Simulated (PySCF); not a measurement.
**Ge²⁺: dipole response in aug-cc-pVTZ-DK**

How polarisable is Ge²⁺ at the levels listed below?

The numbers are computed with PySCF 2.14.0 (unrestricted determinants in a Gaussian basis, no spin-orbit coupling in the energies), except any that are marked as measured or tabulated.

### 1 What is computed

| Quantity | Value |
| --- | --- |
| Element | germanium (Z = 32) |
| Basis | aug-cc-pVTZ-DK |
| Hamiltonian | scalar relativity by spin-free X2C-1e |
| State 1 | Ge²⁺: [Ar] 3d10 4s1 4p1, high-spin 3P determinant (an excited configuration) |
| Methods | UHF, PBE, PBE0, wB97X-V, M06-2X |

The outer shells:

Ge2+ [Ar] 3d10 4s1 4p1
```
[Ar] core
3d [↑↓][↑↓][↑↓][↑↓][↑↓]
4s [↑ ]
4p [↑ ][  ][  ]
```

The runs were made by one driver on top of PySCF. The scripts below sum up each run's settings (the driver also hands on starting orbitals that pick excited configurations, and frozen orbitals as a list rather than a count), and the logs come from the driver's own runs. The driver starts from symmetry-adapted Hartree-Fock orbitals, holds the occupation by maximum overlap and uses a logarithmic radial grid for functionals, so a plain start would take other cycles.

The integrals over 59 functions and the set-up took 0.51 s of CPU time.

### 2 Ge²⁺ [Ar] 3d10 4s1 4p1: the ladder of methods

UHF:

Contents of input.py:

```python
from pyscf import gto, scf, dft, mp, cc
import basis_set_exchange as bse
mol = gto.M(atom="Ge 0 0 0", charge=2, spin=2, symmetry="D2h",
            basis=gto.basis.parse(bse.get_basis("aug-cc-pVTZ-DK", elements=["Ge"], fmt="nwchem")),
            nucmod="G")
mf = scf.UHF(mol).sfx2c1e()
mf.irrep_nelec = {'Ag': (6, 5), 'B1g': (1, 1), 'B2g': (1, 1), 'B3g': (1, 1), 'B1u': (2, 2), 'B2u': (3, 2), 'B3u': (2, 2)}
mf.kernel()
```

The log of the run:

```text
damping factor = 0
level_shift factor = 0
DIIS = <class 'pyscf.scf.diis.CDIIS'>
diis_start_cycle = 1
diis_space = 10
diis_damp = 0
SCF conv_tol = 1e-09
SCF conv_tol_grad = None
number electrons alpha = 16  beta = 14
cycle= 1 E= -2095.9826899618  delta_E= -0.00213  |g|= 0.0152  |ddm|= 0.0629
cycle= 2 E= -2095.98290006185  delta_E= -0.00021  |g|= 0.00513  |ddm|= 0.0207
cycle= 3 E= -2095.98292636948  delta_E= -2.63e-05  |g|= 0.000479  |ddm|= 0.0109
cycle= 4 E= -2095.98292655937  delta_E= -1.9e-07  |g|= 7.15e-05  |ddm|= 0.00128
cycle= 5 E= -2095.98292656123  delta_E= -1.86e-09  |g|= 1.89e-05  |ddm|= 0.000115
cycle= 6 E= -2095.9829265614  delta_E= -1.64e-10  |g|= 1.32e-06  |ddm|= 4.76e-05
converged SCF energy = -2095.9829265614  <S^2> = 2.0009743  2S+1 = 3.0006495
```

CPU time 1.6 s on a shared host, the integrals not counted.

Orbital energies by shell (radii are means over both spins):

```csv
shell,electrons,mean orbital energy (eV),spread (eV),rms radius (bohr)
1s α,1,-11200.6,0,0.0542
1s β,1,-11200.3,0,0.0542
2s α,1,-1475.5,0,0.227
2s β,1,-1475.2,0,0.227
2p α,3,-1287.5,0.043,0.203
2p β,3,-1287.4,0.201,0.203
3s α,1,-223.21,0,0.668
3s β,1,-222.45,0,0.668
3p α,3,-163.42,0.002,0.700
3p β,3,-163.00,0.596,0.700
3d α,5,-65.132,0.422,0.807
3d β,5,-64.855,0.642,0.807
4s α,1,-35.998,0,2.10
4p α,1,-25.981,0,2.47
```

⟨S²⟩ = 2.001, ⟨L²⟩ = 2.02.

The driver then solved the coupled dipole response at imaginary frequencies: mean α = 10.62 bohr³ (xx, yy, zz: 11.37, 9.130, 11.37), C₆ = 38.91 au for a like pair.

PBE:

input.py differs from the last one in:

```diff
@@ -5,3 +5,3 @@
             nucmod="G")
-mf = scf.UHF(mol).sfx2c1e()
+mf = dft.UKS(mol, xc="PBE").sfx2c1e()
 mf.irrep_nelec = {'Ag': (6, 5), 'B1g': (1, 1), 'B2g': (1, 1), 'B3g': (1, 1), 'B1u': (2, 2), 'B2u': (3, 2), 'B3u': (2, 2)}
```

The log of the run:

```text
damping factor = 0
level_shift factor = 0
DIIS = <class 'pyscf.scf.diis.CDIIS'>
diis_start_cycle = 1
diis_space = 10
diis_damp = 0
SCF conv_tol = 1e-09
SCF conv_tol_grad = None
number electrons alpha = 16  beta = 14
XC functionals = PBE
    J. P. Perdew, K. Burke, and M. Ernzerhof.,  Phys. Rev. Lett. 77, 3865 (1996)
    J. P. Perdew, K. Burke, and M. Ernzerhof.,  Phys. Rev. Lett. 78, 1396 (1997)
    J. P. Perdew, K. Burke, and M. Ernzerhof.,  Phys. Rev. Lett. 77, 3865 (1996)
    J. P. Perdew, K. Burke, and M. Ernzerhof.,  Phys. Rev. Lett. 78, 1396 (1997)
cycle= 1 E= -2097.25752487266  delta_E= -0.00617  |g|= 0.17  |ddm|= 0.491
cycle= 2 E= -2097.25808022393  delta_E= -0.000555  |g|= 0.157  |ddm|= 0.273
cycle= 3 E= -2097.26271107661  delta_E= -0.00463  |g|= 0.00113  |ddm|= 0.132
cycle= 4 E= -2097.26271133042  delta_E= -2.54e-07  |g|= 1.01e-05  |ddm|= 0.00114
cycle= 5 E= -2097.26271133044  delta_E= -2.82e-11  |g|= 3.89e-07  |ddm|= 2.3e-05
converged SCF energy = -2097.26271133044  <S^2> = 2.0006728  2S+1 = 3.0004485
```

It used 3.9 s of CPU time after the integrals (shared host).

The driver then solved the coupled dipole response at imaginary frequencies: mean α = 10.06 bohr³ (xx, yy, zz: 10.25, 9.675, 10.25), C₆ = 36.51 au for a like pair.

PBE0:

input.py differs from the last one in:

```diff
@@ -5,3 +5,3 @@
             nucmod="G")
-mf = dft.UKS(mol, xc="PBE").sfx2c1e()
+mf = dft.UKS(mol, xc="PBE0").sfx2c1e()
 mf.irrep_nelec = {'Ag': (6, 5), 'B1g': (1, 1), 'B2g': (1, 1), 'B3g': (1, 1), 'B1u': (2, 2), 'B2u': (3, 2), 'B3u': (2, 2)}
```

The log of the run:

```text
damping factor = 0
level_shift factor = 0
DIIS = <class 'pyscf.scf.diis.CDIIS'>
diis_start_cycle = 1
diis_space = 10
diis_damp = 0
SCF conv_tol = 1e-09
SCF conv_tol_grad = None
number electrons alpha = 16  beta = 14
XC functionals = PBE0
    C. Adamo and V. Barone.,  J. Chem. Phys. 110, 6158 (1999)
    M. Ernzerhof and G. E. Scuseria.,  J. Chem. Phys. 110, 5029 (1999)
cycle= 1 E= -2097.2994272447  delta_E= -0.0048  |g|= 0.0954  |ddm|= 0.366
cycle= 2 E= -2097.30008283618  delta_E= -0.000656  |g|= 0.0726  |ddm|= 0.167
cycle= 3 E= -2097.30104603471  delta_E= -0.000963  |g|= 0.000735  |ddm|= 0.0637
cycle= 4 E= -2097.30104621617  delta_E= -1.81e-07  |g|= 3.51e-05  |ddm|= 0.00162
cycle= 5 E= -2097.3010462168  delta_E= -6.3e-10  |g|= 1.09e-06  |ddm|= 8.04e-05
converged SCF energy = -2097.3010462168  <S^2> = 2.0006711  2S+1 = 3.0004474
```

It used 5 s of CPU time after the integrals (shared host).

The driver then solved the coupled dipole response at imaginary frequencies: mean α = 10.13 bohr³ (xx, yy, zz: 10.47, 9.442, 10.47), C₆ = 36.74 au for a like pair.

wB97X-V:

input.py differs from the last one in:

```diff
@@ -5,3 +5,3 @@
             nucmod="G")
-mf = dft.UKS(mol, xc="PBE0").sfx2c1e()
+mf = dft.UKS(mol, xc="WB97X_V").sfx2c1e()
 mf.irrep_nelec = {'Ag': (6, 5), 'B1g': (1, 1), 'B2g': (1, 1), 'B3g': (1, 1), 'B1u': (2, 2), 'B2u': (3, 2), 'B3u': (2, 2)}
```

The log of the run:

```text
damping factor = 0
level_shift factor = 0
DIIS = <class 'pyscf.scf.diis.CDIIS'>
diis_start_cycle = 1
diis_space = 10
diis_damp = 0
SCF conv_tol = 1e-09
SCF conv_tol_grad = None
number electrons alpha = 16  beta = 14
XC functionals = WB97X_V
    N. Mardirossian and M. Head-Gordon.,  Phys. Chem. Chem. Phys. 16, 9904-9924 (2014)
NLC functional = WB97X_V
cycle= 1 E= -2097.38314907057  delta_E= -0.00576  |g|= 0.0893  |ddm|=  0.4
cycle= 2 E= -2097.38403261907  delta_E= -0.000884  |g|= 0.0566  |ddm|= 0.177
cycle= 3 E= -2097.38460160862  delta_E= -0.000569  |g|= 0.00176  |ddm|= 0.0493
cycle= 4 E= -2097.38460392887  delta_E= -2.32e-06  |g|= 0.000138  |ddm|= 0.00505
cycle= 5 E= -2097.38460394867  delta_E= -1.98e-08  |g|= 1.02e-05  |ddm|= 0.000682
cycle= 6 E= -2097.38460394877  delta_E= -1.07e-10  |g|= 9.73e-07  |ddm|= 4.75e-05
converged SCF energy = -2097.38460394877  <S^2> = 2.0005661  2S+1 = 3.0003774
```

CPU time 7.6 s on a shared host, the integrals not counted.

The driver then solved the coupled dipole response at imaginary frequencies: mean α = 10.22 bohr³ (xx, yy, zz: 10.62, 9.422, 10.62), C₆ = 37.19 au for a like pair.

M06-2X:

input.py differs from the last one in:

```diff
@@ -5,3 +5,3 @@
             nucmod="G")
-mf = dft.UKS(mol, xc="WB97X_V").sfx2c1e()
+mf = dft.UKS(mol, xc="M062X").sfx2c1e()
 mf.irrep_nelec = {'Ag': (6, 5), 'B1g': (1, 1), 'B2g': (1, 1), 'B3g': (1, 1), 'B1u': (2, 2), 'B2u': (3, 2), 'B3u': (2, 2)}
```

The log of the run:

```text
damping factor = 0
level_shift factor = 0
DIIS = <class 'pyscf.scf.diis.CDIIS'>
diis_start_cycle = 1
diis_space = 10
diis_damp = 0
SCF conv_tol = 1e-09
SCF conv_tol_grad = None
number electrons alpha = 16  beta = 14
XC functionals = M062X
    Y. Zhao and D. G. Truhlar.,  Theor. Chem. Acc. 120, 215 (2008)
    Y. Zhao and D. G. Truhlar.,  Theor. Chem. Acc. 120, 215 (2008)
cycle= 1 E= -2097.64171973589  delta_E= -0.00419  |g|= 0.0641  |ddm|= 0.18
cycle= 2 E= -2097.64217976349  delta_E= -0.00046  |g|= 0.0422  |ddm|= 0.113
cycle= 3 E= -2097.64250402425  delta_E= -0.000324  |g|= 0.00141  |ddm|= 0.0403
cycle= 4 E= -2097.64250522505  delta_E= -1.2e-06  |g|= 8.87e-05  |ddm|= 0.00316
cycle= 5 E= -2097.64250523103  delta_E= -5.98e-09  |g|= 8.44e-06  |ddm|= 0.000206
cycle= 6 E= -2097.64250523109  delta_E= -5.64e-11  |g|= 5.81e-07  |ddm|= 1.7e-05
converged SCF energy = -2097.64250523109  <S^2> = 2.0000687  2S+1 = 3.0000458
```

CPU time 13 s on a shared host, the integrals not counted.

The driver then solved the coupled dipole response at imaginary frequencies: mean α = 9.756 bohr³ (xx, yy, zz: 10.18, 8.898, 10.18), C₆ = 34.36 au for a like pair.

Radial density 4πr²ρ of Ge²⁺ at UHF:

```csv
r (bohr),density,spin density
0.000790,0.294,0.000
0.00133,0.729,0.000
0.00223,1.77,0.001
0.00376,4.13,0.002
0.00632,9.15,0.005
0.0106,18.3,0.011
0.0179,30.9,0.017
0.0301,39.3,0.018
0.0506,34.7,0.013
0.0851,33.5,0.038
0.143,45.7,0.065
0.241,30.0,-0.028
0.405,25.5,0.122
0.681,23.9,-0.003
1.15,5.95,0.465
1.93,1.46,1.147
3.24,0.321,0.318
5.45,0.00493,0.005
```

### 3 The response side by side

Ge²⁺ [Ar] 3d10 4s1 4p1, in atomic units:

```csv
method,mean α,C₆ (like pair),S(−4)
UHF,10.62,38.91,56.72
PBE,10.06,36.51,49.99
PBE0,10.13,36.74,50.78
wB97X-V,10.22,37.19,51.83
M06-2X,9.756,34.36,48.13
```

α(iu) at M06-2X:

```csv
u (hartree),α(iu) (bohr³)
0,9.756
0.0500,9.637
0.100,9.299
0.200,8.171
0.300,6.832
0.500,4.582
0.750,2.908
1.00,2.002
1.50,1.138
2.00,0.7479
3.00,0.4013
5.00,0.1714
```

### 4 Summary of results

| quantity | value |
| --- | --- |
| α of Ge²⁺ [Ar] 3d10 4s1 4p1 | 9.756 (M06-2X) to 10.62 (UHF) bohr³ |

**Reading.** A single London oscillator with the computed α and C₆ of Ge²⁺ [Ar] 3d10 4s1 4p1 at UHF would have ω = 4 C₆ / (3 α²) = 0.460 hartree. All values hold for this basis alone; no basis-set limit was taken.
